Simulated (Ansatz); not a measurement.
Working through a convergence test of the plane-wave cutoff of TiPt3, space group Pm-3m

With the Ansatz DFT code, driven from Python.

Run as a notebook:

**Cell 1**
```python
import warnings

import ansatz as az
import matplotlib.pyplot as plt

params = {
    "tolerance": 1e-05,
    "kgrid": (6, 6, 6),
    "filling": "Fermi-Dirac",
}
```

**Cell 2**
```python
warnings.simplefilter("ignore", az.DeckWarning)
```

**Cell 3**
```python
tipt3 = (
    az.Lattice.cubic(3.897)
    .space_group(221)
    .atom("Ti", [0.0, 0.0, 0.0])
    .atom("Pt", [0.0, 0.5, 0.5])
)
```

**Cell 4**
```python
calc = (
    tipt3.calculation()
    .scf(tolerance=params["tolerance"], lower_state_search="standard")
    .kpoints(*params["kgrid"], shift=0.5)
    .occupations(params["filling"])
    .functional(az.Functional.PBE)
    .forces()
    .stress()
)

rows = []
for value in [250, 325, 400, 475, 550]:
    r = calc.basis(value).run().report
    rows.append((value, r["free_energy_ev"] / len(r["lattice"]["sites"]), r["n_iterations"], sum(r["stress_gpa"][i][i] for i in range(3)) / 3, max(abs(f) for row in r["forces_ev_ang"] for f in row), r["n_pw"]))
```

**Cell 5**
```python
print(" cutoff (eV)   F/atom (eV)    iterations       P (GPa)  max component (eV/A)   plane waves")
for row in rows:
    print(f"{str(row[0]):>12s}  {row[1]:12.5f}  {row[2]:12d}  {row[3]:12.3f}  {row[4]:20.4f}  {row[5]:12d}")
```
Output:
```text
 cutoff (eV)   F/atom (eV)    iterations       P (GPa)  max component (eV/A)   plane waves
         250  -10016.67136             6        16.988                0.0000           515
         325  -10017.98975             6        10.026                0.0000           751
         400  -10018.02477             6        10.228                0.0000          1045
         475  -10018.02645             6        10.199                0.0000          1357
         550  -10018.02703             6        10.195                0.0000          1743
```

**Cell 6**
```python
# the last row is the reference
for row in rows[:-1]:
    shift = 1000 * (row[1] - rows[-1][1])
    print(f"{row[0]}: {shift:+.2f} meV/atom" + ("  (within 1 meV)" if abs(shift) < 1 else ""))
plt.figure(figsize=(4.5, 3))
plt.plot([str(row[0]) for row in rows], [1000 * (row[1] - rows[-1][1]) for row in rows], "o-")
plt.xlabel("cutoff (eV)")
plt.ylabel("F - F(last) (meV/atom)")
plt.tight_layout()
plt.savefig("ecut.png", dpi=100)
```
Output:
```text
250: +1355.67 meV/atom
325: +37.27 meV/atom
400: +2.25 meV/atom
475: +0.57 meV/atom  (within 1 meV)
```

From 475 eV on it stays within 1 meV an atom of the value at 550 eV; the first row (250 eV) is off by 1355.7 meV and the last but one by 0.57 meV. The energy falls steadily, as expected when plane waves are added. The pressure moves from 16.99 to 10.19 GPa (the program's stress holds a Pulay correction, so it settles early).

Notes:
- Spin is left out of this run.
- For a metal this k-point mesh is coarse: on a finer one energies can move by several to tens of meV an atom and pressures by half a GPa or more, differences at one mesh by less.
- The program warned that this SCF threshold is loose for forces or stresses.
- Forces vanish by symmetry here and test nothing.
- Pressure is positive in compression.
- Spin-orbit coupling, which matters for elements this heavy, is left out.
- The starting cell is as deposited in a crystallographic database; the results hold for this polymorph, which needn't be the stable one.
- Shifts are counted from the last row, which is itself no proven limit.
- The script silences the warnings on its input, which a real study should read.
- Timing: 8.5 s on 1 thread of Intel(R) Xeon(R) Processor @ 2.30GHz, on a shared host, peak memory 0.58 GiB.
